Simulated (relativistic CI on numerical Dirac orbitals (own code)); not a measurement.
# Gd³⁺: one ion under different settings

How much do the settings matter for Gd³⁺? One ion, several inputs.

Method: Dirac-Coulomb-Breit CI, KLI orbitals optimised for each configuration, model QED (radiative potential, 1s self-energy scaled to tabulated hydrogen-like ionisation energies), numerical settings as typed. Code: relativistic CI on numerical Dirac orbitals (own code) version 3.

## Step 1: Starting point

| Item | Value |
| --- | --- |
| ion | Gd³⁺ (Gd IV) |
| nuclear charge | 64 |
| electrons | 61 |
| isotope | A = 158 |

## Step 2: An attempt

Settings, as recorded:

```ini
atom Gd  Z=64  charge=3  electrons=61
nucleus A=158  rms_radius_fm=5.1569
hamiltonian dirac-coulomb  breit=on  qed=on  c_scale=1
orbitals kli  potential=per-configuration
slater_scale 1
correlation none
mixing on
grid step=0.3 r_max=50.3
scf mixing=0.4 start=green max_iterations=52 tolerance=2e-08 node_fill=0.05
configurations
  [Xe] 4f7
end
```

Command:

```
> python run_levels.py task.json out
```

One command runs all members of the session, one after another, from task.json.

The program writes no log. Results of the run, from its result record (rounded, main fields):

```text
status: not_converged
warnings: ["SCF of 1s2 2s2 2p6 3s2 3p6 3d10 4s2 4p6 4d10 4f7 5s2 5p6 stopped: an orbital could not be found"]
scf_steps of the first configuration [iteration, E_Ha, residual, outer_eigenvalue_Ha]:
  - [1, -11237.46653, 2.79, -3.583]
  - [1, "-", "-", "5p3/2 not found"]
  - [3, -11257.61168, 1.77, -2.942]
  - [3, "-", "-", "5p1/2 not found"]
  - [5, -11266.86635, 1.06, -2.574]
  - [5, "-", "-", "5p1/2 not found"]
  - [5, "-", "-", "5p3/2 not found"]
  - [5, "-", "-", "5p3/2 not found"]
  - [5, "-", "-", "5p3/2 not found"]
  - [5, "-", "-", "5p3/2 not found"]
  - ["...", "...", "...", "..."]
  - [21, "-", "-", "5p3/2 not found"]
  - [21, "-", "-", "5p3/2 not found"]
  - [21, "-", "-", "5p3/2 not found"]
  - [21, "-", "-", "5p3/2 not found"]
  - [21, "-", "-", "5p3/2 not found"]
  - [21, "-", "-", "5p3/2 not found"]
  - [21, "-", "-", "5p3/2 not found"]
  - [21, "-", "-", "5p3/2 not found"]
  - [21, "-", "-", "5p3/2 not found"]
  - [21, "-", "-", "5p3/2 not found"]
```

Run time: 0.0094 s. Hardware: 1 thread, shared host.

Diagnosis: the run ended without a result. During the SCF the search lost an orbital: no solution with the right number of nodes was found in that cycle's potential. The input had grid step 0.3. The cure is to restore the usual settings.

## Step 3: An attempt

Settings, as recorded:

```ini
atom Gd  Z=64  charge=3  electrons=61
nucleus A=158  rms_radius_fm=5.1569
hamiltonian dirac-coulomb  breit=on  qed=on  c_scale=0.4
orbitals kli  potential=per-configuration
slater_scale 1
correlation none
mixing on
grid step=0.0125 r_max=50.3
scf mixing=0.4 start=green max_iterations=63 tolerance=2e-08 node_fill=0.05
configurations
  [Xe] 4f7
end
```

Main fields:

```text
status: not_converged
warnings: ["SCF of 1s2 2s2 2p6 3s2 3p6 3d10 4s2 4p6 4d10 4f7 5s2 5p6 stopped: an orbital could not be found"]
scf_steps of the first configuration [iteration, E_Ha, residual, outer_eigenvalue_Ha]:
  - [0, "-", "-", "2p1/2 not found"]
```

Wall time 0.006 s (1 thread, shared host).

What went wrong: the run ended without a result. During the SCF the search lost an orbital: no solution with the right number of nodes was found in that cycle's potential. The input had speed-of-light factor 0.4. The cure is to restore the usual settings.

## Step 4: With the usual settings

Settings, as recorded:

```ini
atom Gd  Z=64  charge=3  electrons=61
nucleus A=158  rms_radius_fm=5.1569
hamiltonian dirac-coulomb  breit=on  qed=on  c_scale=1
orbitals kli  potential=per-configuration
slater_scale 1
correlation none
mixing on
grid step=0.0125 r_max=50.3
scf mixing=0.4 start=green max_iterations=150 tolerance=2e-08 node_fill=0.05
configurations
  [Xe] 4f7
end
```

Main fields:

```text
status: converged
levels [i, E_cm, J2, conf, term, w_term, w_jj]:
  - [0, 0, 7, "4f7", "8S*", 0.9789, 0.3473]
  - [1, 37723.008, 7, "4f7", "6P*", 0.8073, 0.3406]
  - [2, 38240.817, 5, "4f7", "6P*", 0.8705, 0.4089]
  - [3, 38740.294, 3, "4f7", "6P*", 0.925, 0.3811]
  - [4, 40972.34, 7, "4f7", "6I*", 0.9434, 0.3193]
  - [5, 41269.499, 9, "4f7", "6I*", 0.9584, 0.345]
  - [6, 41292.259, 17, "4f7", "6I*", 0.9682, 0.372]
  - [7, 41509.47, 11, "4f7", "6I*", 0.9706, 0.3734]
  - [8, 41602.096, 15, "4f7", "6I*", 0.979, 0.4329]
  - [9, 41640.918, 13, "4f7", "6I*", 0.9781, 0.4613]
  - [10, 46495.436, 9, "4f7", "6D*", 0.9456, 0.3715]
  - [11, 47271.406, 1, "4f7", "6D*", 0.9901, 0.5045]
  - [12, 47402.29, 7, "4f7", "6D*", 0.8436, 0.3167]
  - [13, 47496.545, 3, "4f7", "6D*", 0.9192, 0.4039]
  - "... 16 more rows left out ..."
total_energy [Ha]: -11256.022509
n_levels_all: 327
overlap: 1.54234e-11
scf_iterations: [14]
orbital_energies [Ha]: {"1s": -1838.61, "2s": -304.499, "2p1/2": -289.113, "2p3/2": -263.61, "3s": -68.5583, "3p1/2": -61.9156, "3p3/2": -56.672, "3d3/2": -45.2399, "3d5/2": -44.0987, "4s": -14.854, "4p1/2": -12.266, "4p3/2": -11.1111, "4d3/2": -6.85023, "4d5/2": -6.64173, "5s": -3.09678, "5p1/2": -2.37736, "5p3/2": -2.21319, "4f5/2": -1.62798, "4f7/2": -1.60005}
configurations [conf, odd, states, E_av_Ha, breit_Ha, qed_Ha]:
  - ["4f7", 1, 3432, -11272.87028, 10.37, 6.952]
scf_steps of the first configuration [iteration, E_Ha, residual, outer_eigenvalue_Ha]:
  - [1, -11243.6781, 2.64, -3.608]
  - [2, -11270.6877, 0.779, -2.469]
  - [3, -11272.56733, 0.236, -2.221]
  - [4, -11272.798, 0.16, -2.228]
  - [5, -11272.86887, 0.0157, -2.199]
  - [6, -11272.87262, 0.0121, -2.209]
  - [7, -11272.8703, 0.000776, -2.213]
  - [8, -11272.86997, 0.0015, -2.213]
  - [9, -11272.8703, 8.8e-05, -2.213]
  - [10, -11272.87028, 1.64e-05, -2.213]
  - [11, -11272.87028, 7.83e-07, -2.213]
  - [12, -11272.87028, 2.06e-07, -2.213]
  - [13, -11272.87028, 2.33e-08, -2.213]
  - [14, -11272.87028, 3.16e-09, -2.213]
```

Run time: 0.26 s. Hardware: 1 thread, shared host.

## Step 5: Slater scale 0.6

Settings: those of step 4 with these lines changed.

```diff
@@ -4,3 +4,3 @@
 orbitals kli  potential=per-configuration
-slater_scale 1
+slater_scale 0.6
 correlation none
```

Main fields:

```text
status: converged
levels [i, E_cm, J2, conf, term, w_term]:
  - [0, 0, 7, "4f7", "8S*", 0.9435]
  - [1, 21550.51, 7, "4f7", "6P*", 0.601]
  - [2, 22359.351, 5, "4f7", "6P*", 0.7398]
  - [3, 23075.669, 3, "4f7", "6P*", 0.836]
  - [4, 23947.454, 7, "4f7", "6I*", 0.8387]
  - [5, 24471.358, 9, "4f7", "6I*", 0.8857]
  - [6, 24520.801, 17, "4f7", "6I*", 0.9141]
  - [7, 24870.954, 11, "4f7", "6I*", 0.9212]
  - "... 22 more rows left out ..."
total_energy [Ha]: -11255.836444
n_levels_all: 327
overlap: 1.54234e-11
scf_iterations: [14]
orbital_energies [Ha]: {"1s": -1838.61, "2s": -304.499, "2p1/2": -289.113, "2p3/2": -263.61, "3s": -68.5583, "3p1/2": -61.9156, "3p3/2": -56.672, "3d3/2": -45.2399, "3d5/2": -44.0987, "4s": -14.854, "4p1/2": -12.266, "4p3/2": -11.1111, "4d3/2": -6.85023, "4d5/2": -6.64173, "5s": -3.09678, "5p1/2": -2.37736, "5p3/2": -2.21319, "4f5/2": -1.62798, "4f7/2": -1.60005}
configurations [conf, odd, states, E_av_Ha, breit_Ha, qed_Ha]:
  - ["4f7", 1, 3432, -11272.87028, 10.37, 6.952]
scf_steps of the first configuration [iteration, E_Ha, residual, outer_eigenvalue_Ha]:
  - [1, -11243.6781, 2.64, -3.608]
  - [2, -11270.6877, 0.779, -2.469]
  - [3, -11272.56733, 0.236, -2.221]
  - [4, -11272.798, 0.16, -2.228]
  - [5, -11272.86887, 0.0157, -2.199]
  - [6, -11272.87262, 0.0121, -2.209]
  - [7, -11272.8703, 0.000776, -2.213]
  - [8, -11272.86997, 0.0015, -2.213]
  - [9, -11272.8703, 8.8e-05, -2.213]
  - [10, -11272.87028, 1.64e-05, -2.213]
  - [11, -11272.87028, 7.83e-07, -2.213]
  - [12, -11272.87028, 2.06e-07, -2.213]
  - [13, -11272.87028, 2.33e-08, -2.213]
  - [14, -11272.87028, 3.16e-09, -2.213]
```

Run time: 0.27 s. Hardware: 1 thread, shared host.

## Step 6: Tolerance 1e-05, grid step 0.03, start potential thomas-fermi

Settings, as recorded:

```ini
atom Gd  Z=64  charge=3  electrons=61
nucleus A=158  rms_radius_fm=5.1569
hamiltonian dirac-coulomb  breit=on  qed=on  c_scale=1
orbitals kli  potential=per-configuration
slater_scale 1
correlation none
mixing on
grid step=0.03 r_max=50.3
scf mixing=0.4 start=thomas-fermi max_iterations=150 tolerance=1e-05 node_fill=0.05
configurations
  [Xe] 4f7
end
```

Main fields:

```text
status: converged
levels [i, E_cm, J2, conf, term, w_term]:
  - [0, 0, 7, "4f7", "8S*", 0.9789]
  - [1, 37723.032, 7, "4f7", "6P*", 0.8073]
  - [2, 38240.84, 5, "4f7", "6P*", 0.8705]
  - [3, 38740.316, 3, "4f7", "6P*", 0.925]
  - [4, 40972.363, 7, "4f7", "6I*", 0.9434]
  - [5, 41269.52, 9, "4f7", "6I*", 0.9584]
  - [6, 41292.28, 17, "4f7", "6I*", 0.9682]
  - [7, 41509.491, 11, "4f7", "6I*", 0.9706]
  - "... 22 more rows left out ..."
total_energy [Ha]: -11256.022113
n_levels_all: 327
overlap: 6.60716e-09
scf_iterations: [14]
orbital_energies [Ha]: {"1s": -1838.61, "2s": -304.499, "2p1/2": -289.113, "2p3/2": -263.61, "3s": -68.5583, "3p1/2": -61.9156, "3p3/2": -56.672, "3d3/2": -45.2399, "3d5/2": -44.0987, "4s": -14.854, "4p1/2": -12.266, "4p3/2": -11.1111, "4d3/2": -6.85023, "4d5/2": -6.64174, "5s": -3.09678, "5p1/2": -2.37736, "5p3/2": -2.21319, "4f5/2": -1.62798, "4f7/2": -1.60005}
configurations [conf, odd, states, E_av_Ha, breit_Ha, qed_Ha]:
  - ["4f7", 1, 3432, -11272.86986, 10.37, 6.952]
scf_steps of the first configuration [iteration, E_Ha, residual, outer_eigenvalue_Ha]:
  - [1, -11236.07673, 3.13, -1.349]
  - [2, -11270.38058, 1.19, -2.906]
  - [3, -11272.50726, 0.467, -2.512]
  - [4, -11272.53233, 0.453, -2.505]
  - [5, -11272.8017, 0.237, -2.385]
  - [6, -11272.85368, 0.141, -2.31]
  - [7, -11272.86946, 0.00924, -2.234]
  - [8, -11272.86741, 0.00703, -2.226]
  - [9, -11272.87243, 0.0369, -2.226]
  - [10, -11272.87037, 0.00387, -2.216]
  - [11, -11272.86979, 0.000394, -2.213]
  - [12, -11272.86993, 0.00041, -2.213]
  - [13, -11272.86987, 2.17e-05, -2.213]
  - [14, -11272.86986, 1.69e-06, -2.213]
```

Run time: 0.17 s. Hardware: 1 thread, shared host.

## Step 7: QED terms off, end of the grid 35.21

Settings, as recorded:

```ini
atom Gd  Z=64  charge=3  electrons=61
nucleus A=158  rms_radius_fm=5.1569
hamiltonian dirac-coulomb  breit=on  qed=off  c_scale=1
orbitals kli  potential=per-configuration
slater_scale 1
correlation none
mixing on
grid step=0.0125 r_max=35.21
scf mixing=0.4 start=green max_iterations=150 tolerance=2e-08 node_fill=0.05
configurations
  [Xe] 4f7
end
```

Main fields:

```text
status: converged
levels [i, E_cm, J2, conf, term, w_term]:
  - [0, 0, 7, "4f7", "8S*", 0.9791]
  - [1, 37734.199, 7, "4f7", "6P*", 0.8087]
  - [2, 38247.294, 5, "4f7", "6P*", 0.8715]
  - [3, 38742.435, 3, "4f7", "6P*", 0.9256]
  - [4, 40978.009, 7, "4f7", "6I*", 0.9439]
  - [5, 41271.932, 9, "4f7", "6I*", 0.9588]
  - [6, 41292.924, 17, "4f7", "6I*", 0.9685]
  - [7, 41509.304, 11, "4f7", "6I*", 0.9709]
  - "... 22 more rows left out ..."
total_energy [Ha]: -11262.974309
n_levels_all: 327
overlap: 1.54238e-11
scf_iterations: [14]
orbital_energies [Ha]: {"1s": -1838.61, "2s": -304.499, "2p1/2": -289.113, "2p3/2": -263.61, "3s": -68.5583, "3p1/2": -61.9156, "3p3/2": -56.672, "3d3/2": -45.2399, "3d5/2": -44.0987, "4s": -14.854, "4p1/2": -12.266, "4p3/2": -11.1111, "4d3/2": -6.85023, "4d5/2": -6.64173, "5s": -3.09678, "5p1/2": -2.37736, "5p3/2": -2.21319, "4f5/2": -1.62798, "4f7/2": -1.60005}
configurations [conf, odd, states, E_av_Ha, breit_Ha, qed_Ha]:
  - ["4f7", 1, 3432, -11272.87028, 10.37, 0]
scf_steps of the first configuration [iteration, E_Ha, residual, outer_eigenvalue_Ha]:
  - [1, -11243.6781, 2.64, -3.608]
  - [2, -11270.6877, 0.779, -2.469]
  - [3, -11272.56733, 0.236, -2.221]
  - [4, -11272.798, 0.16, -2.228]
  - [5, -11272.86887, 0.0157, -2.199]
  - [6, -11272.87262, 0.0121, -2.209]
  - [7, -11272.8703, 0.000776, -2.213]
  - [8, -11272.86997, 0.0015, -2.213]
  - [9, -11272.8703, 8.8e-05, -2.213]
  - [10, -11272.87028, 1.64e-05, -2.213]
  - [11, -11272.87028, 7.83e-07, -2.213]
  - [12, -11272.87028, 2.06e-07, -2.213]
  - [13, -11272.87028, 2.33e-08, -2.213]
  - [14, -11272.87028, 3.16e-09, -2.213]
```

Wall time 0.22 s (1 thread, shared host).

## Step 8: Breit term off

Settings, as recorded:

```ini
atom Gd  Z=64  charge=3  electrons=61
nucleus A=158  rms_radius_fm=5.1569
hamiltonian dirac-coulomb  breit=off  qed=on  c_scale=1
orbitals kli  potential=per-configuration
slater_scale 1
correlation none
mixing on
grid step=0.0125 r_max=50.3
scf mixing=0.4 start=green max_iterations=150 tolerance=2e-08 node_fill=0.05
configurations
  [Xe] 4f7
end
```

Main fields:

```text
status: converged
levels [i, E_cm, J2, conf, term, w_term]:
  - [0, 0, 7, "4f7", "8S*", 0.9758]
  - [1, 37501.624, 7, "4f7", "6P*", 0.7866]
  - [2, 38077.581, 5, "4f7", "6P*", 0.8569]
  - [3, 38653.3, 3, "4f7", "6P*", 0.9159]
  - [4, 40864.7, 7, "4f7", "6I*", 0.9345]
  - [5, 41279.918, 9, "4f7", "6I*", 0.9523]
  - [6, 41640.719, 11, "4f7", "6I*", 0.9663]
  - [7, 41726.826, 17, "4f7", "6I*", 0.9635]
  - "... 22 more rows left out ..."
total_energy [Ha]: -11266.393696
n_levels_all: 327
overlap: 1.54234e-11
scf_iterations: [14]
orbital_energies [Ha]: {"1s": -1838.61, "2s": -304.499, "2p1/2": -289.113, "2p3/2": -263.61, "3s": -68.5583, "3p1/2": -61.9156, "3p3/2": -56.672, "3d3/2": -45.2399, "3d5/2": -44.0987, "4s": -14.854, "4p1/2": -12.266, "4p3/2": -11.1111, "4d3/2": -6.85023, "4d5/2": -6.64173, "5s": -3.09678, "5p1/2": -2.37736, "5p3/2": -2.21319, "4f5/2": -1.62798, "4f7/2": -1.60005}
configurations [conf, odd, states, E_av_Ha, breit_Ha, qed_Ha]:
  - ["4f7", 1, 3432, -11272.87028, 0, 6.952]
scf_steps of the first configuration [iteration, E_Ha, residual, outer_eigenvalue_Ha]:
  - [1, -11243.6781, 2.64, -3.608]
  - [2, -11270.6877, 0.779, -2.469]
  - [3, -11272.56733, 0.236, -2.221]
  - [4, -11272.798, 0.16, -2.228]
  - [5, -11272.86887, 0.0157, -2.199]
  - [6, -11272.87262, 0.0121, -2.209]
  - [7, -11272.8703, 0.000776, -2.213]
  - [8, -11272.86997, 0.0015, -2.213]
  - [9, -11272.8703, 8.8e-05, -2.213]
  - [10, -11272.87028, 1.64e-05, -2.213]
  - [11, -11272.87028, 7.83e-07, -2.213]
  - [12, -11272.87028, 2.06e-07, -2.213]
  - [13, -11272.87028, 2.33e-08, -2.213]
  - [14, -11272.87028, 3.16e-09, -2.213]
```

Wall time 0.23 s (1 thread, shared host).

## Step 9: Comparison

| setting | total energy less usual (Ha) | largest shift of a level among the lowest eight of both runs, same label and place (cm⁻¹) | SCF iterations | time | lowest level | kind of change |
| --- | --- | --- | --- | --- | --- | --- |
| usual | 0 | 0 | 14 | 0.26 s | 4f7 8S°7/2 | - |
| Slater scale 0.6 | 0.186 | 17000 | 14 | 0.27 s | 4f7 8S°7/2 | model term |
| tolerance 1e-05, grid step 0.03, start potential thomas-fermi | 0.000396 | 0.0240 | 14 | 0.17 s | 4f7 8S°7/2 | numerical |
| QED terms off, end of the grid 35.21 | -6.95 | 11.2 | 14 | 0.22 s | 4f7 8S°7/2 | model term |
| Breit term off | -10.4 | 435 | 14 | 0.23 s | 4f7 8S°7/2 | model term |

## Step 10: Outcome

| quantity | value |
| --- | --- |
| lowest level, usual settings | 4f7 8S°7/2 |
| total energy | -11256.0225 Ha |
| first excitation | 37723 cm⁻¹ |
| runs without a result | 2 |

**Reading.** Among the runs whose levels can be followed, they move most under «Slater scale 0.6» (model term), by up to 17000 cm⁻¹. Only the listed configurations are in the model. In a near-neutral ion this small CI can misplace whole configurations by 10,000 cm⁻¹ or more, above all where the count of f electrons changes.
